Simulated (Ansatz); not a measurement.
# C₄H₁₂CdN₂: a ladder of functionals and wavefunction methods

Aim: compute C₄H₁₂CdN₂ with functionals from several rungs and with coupled cluster, and see how far each lands from CCSD(T) at the basis-set limit for the atomisation energy.

Computed with Ansatz 0.2.0, Gaussian basis. Level: functionals in def2-TZVPP, the program's frozen cores in correlated methods.

Levels to be run: LDA (SPW92), PBE-D4, revPBE-D4, BLYP-D4, r2SCAN-D4, B97M-V, PBE0-D4, B3LYP-D4, r2SCANh-D4, r2SCAN0-D4, HSE06-D4, BHLYP-D4, CAM-B3LYP-D4, LC-ωPBE, ωB97X-V, ωB97M-V, B2PLYP, PBE-QIDH; CCSD(T)/def2-SVP; CCSD(T)/def2-TZVPP; MP2/def2-QZVPP; extrapolation to the limit; RPA on PBE.

## (1) The geometry

All runs share one geometry, relaxed beforehand with PBE0-D4 in a triple-zeta def2 set. Cd takes the def2 core potential; no spin-orbit term is included.

SMILES `C[N](C)[Cd][N](C)C`, 19 atoms, charge 0, spin multiplicity 1.

Atoms are counted from 1 here; the program's logs count them from 0.

Bond lengths: C1–N2 1.438 Å, C1–H8 1.105 Å, C1–H9 1.102 Å, C1–H10 1.093 Å, N2–C3 1.439 Å, N2–Cd4 1.996 Å, C3–H11 1.102 Å, C3–H12 1.105 Å, C3–H13 1.093 Å, Cd4–N5 1.996 Å, N5–C6 1.438 Å, N5–C7 1.439 Å, C6–H14 1.093 Å, C6–H15 1.105 Å, C6–H16 1.102 Å, C7–H17 1.093 Å, C7–H18 1.105 Å, C7–H19 1.102 Å. Angles: N2–C1–H8 113.6°, N2–C1–H9 110.5°, N2–C1–H10 111.4°, H8–C1–H9 106.5°, H8–C1–H10 107.5°, H9–C1–H10 107.0°, C1–N2–C3 111.8°, C1–N2–Cd4 121.1°, C3–N2–Cd4 120.9°, N2–C3–H11 110.5°, N2–C3–H12 113.6°, N2–C3–H13 111.4°, H11–C3–H12 106.5°, H11–C3–H13 107.0°, H12–C3–H13 107.5°, N2–Cd4–N5 173.7°, Cd4–N5–C6 121.1°, Cd4–N5–C7 120.9° and more.

## (2) LDA

This LDA is Slater exchange with PW92 correlation.

File in.yaml:

```yaml
crystal:
  periodic: [false, false, false]
  atoms:
    - {symbol: C, position_ang: [2.596397, -0.932924, 1.121377]}
    - {symbol: N, position_ang: [1.813091, -0.841958, -0.081203]}
    - {symbol: C, position_ang: [2.118828, -1.906679, -0.998939]}
    - {symbol: Cd, position_ang: [0.013637, 0.022623, -0.075807]}
    - {symbol: N, position_ang: [-1.744284, 0.947068, -0.277537]}
    - {symbol: C, position_ang: [-2.910399, 0.485936, 0.426443]}
    - {symbol: C, position_ang: [-1.810403, 2.357376, -0.553229]}
    - {symbol: H, position_ang: [2.430697, -1.866574, 1.687837]}
    - {symbol: H, position_ang: [3.672024, -0.897125, 0.884358]}
    - {symbol: H, position_ang: [2.388972, -0.097999, 1.795888]}
    - {symbol: H, position_ang: [3.186698, -1.886618, -1.270519]}
    - {symbol: H, position_ang: [1.917462, -2.913362, -0.591480]}
    - {symbol: H, position_ang: [1.550499, -1.808103, -1.927603]}
    - {symbol: H, position_ang: [-2.872432, -0.593387, 0.595886]}
    - {symbol: H, position_ang: [-3.055505, 0.971313, 1.407967]}
    - {symbol: H, position_ang: [-3.820510, 0.688862, -0.160881]}
    - {symbol: H, position_ang: [-0.940932, 2.693135, -1.124556]}
    - {symbol: H, position_ang: [-1.873121, 2.983142, 0.354770]}
    - {symbol: H, position_ang: [-2.702621, 2.590674, -1.156572]}
basis:
  gaussian: {orbitals: def2-TZVPP}
hamiltonian: {xc: lda}
output: {orbitals: {seedname: orbitals}}
```

Started as:

```
ansatz run in.yaml --threads 2 --pin off --events-out ev --progress --plain --max-ram 32768MiB --backend cuda --devices 0, --max-vram 18GiB
```

Further steps of the session: PBE-D4 (GGA); revPBE-D4 (GGA); BLYP-D4 (GGA); r2SCAN-D4 (meta-GGA); B97M-V (meta-GGA); PBE0-D4 (hybrid); B3LYP-D4 (hybrid); r2SCANh-D4 (hybrid); r2SCAN0-D4 (hybrid); HSE06-D4 (hybrid); BHLYP-D4 (hybrid); CAM-B3LYP-D4 (range-separated); LC-ωPBE (range-separated); ωB97X-V (range-separated); ωB97M-V (range-separated); B2PLYP (double hybrid); PBE-QIDH (double hybrid); CCSD(T) in def2-SVP; CCSD(T) in def2-TZVPP; MP2 in def2-QZVPP; RPA on PBE orbitals.

Before running them: what should the planned runs give, taken together? Wanted: atomisation energy, CCSD(T)/CBS; farthest beyond LDA; mean size of error, GGA; mean size of error, meta-GGA; mean size of error, hybrid; mean size of error, range-separated; mean size of error, double hybrid; gap, smallest and largest; T1 diagnostic.

The runs gave:

```
                               quantity                                                                           value
        atomisation energy, CCSD(T)/CBS                                                                       69.032 eV
    functionals within 0.345 eV (0.5 %)  revPBE-D4, BLYP-D4, r2SCAN-D4, B97M-V, B3LYP-D4, r2SCANh-D4, LC-ωPBE, PBE-QIDH
                    farthest beyond LDA                                                            BHLYP-D4 (-1.781 eV)
                mean size of error, GGA                                                                        0.631 eV
           mean size of error, meta-GGA                                                                        0.099 eV
             mean size of error, hybrid                                                                        0.685 eV
    mean size of error, range-separated                                                                        0.447 eV
      mean size of error, double hybrid                                                                        0.478 eV
              gap, smallest and largest                                        2.88 eV (LDA (SPW92)), 9.72 eV (LC-ωPBE)
                          T1 diagnostic                                                                          0.0145
triples share of the correlation energy                                                                           3.6 %
```

In words: LDA overbinds by 10.560 eV (15 %). PBE-D4 is off by +1.705 eV. Double hybrids carry the basis error of their MP2 part in triple zeta, and no dispersion term here, so their miss is partly the set-up's. Taken by rung, meta-GGA functionals do best (0.099 eV on average) and hybrid ones worst beyond LDA (0.685 eV). The mean of the hybrids holds BHLYP, with half exact exchange. Misses under about 0.345 eV are within the doubt on the reference itself, which lacks core-valence correlation, spin-orbit coupling and higher excitations. All levels share the lack of spin-orbit coupling, which lowers the free heavy atoms and so the true binding. Hartree-Fock recovers 71 % of the binding; the rest is correlation. CCSD(T) in def2-SVP is off by -3.195 eV, worse than the median functional, from the basis alone. Orbital gaps span 2.9 to 9.7 eV; exact exchange widens them. Correlated methods include outer-core shells of Cd, which these sets cover unevenly.
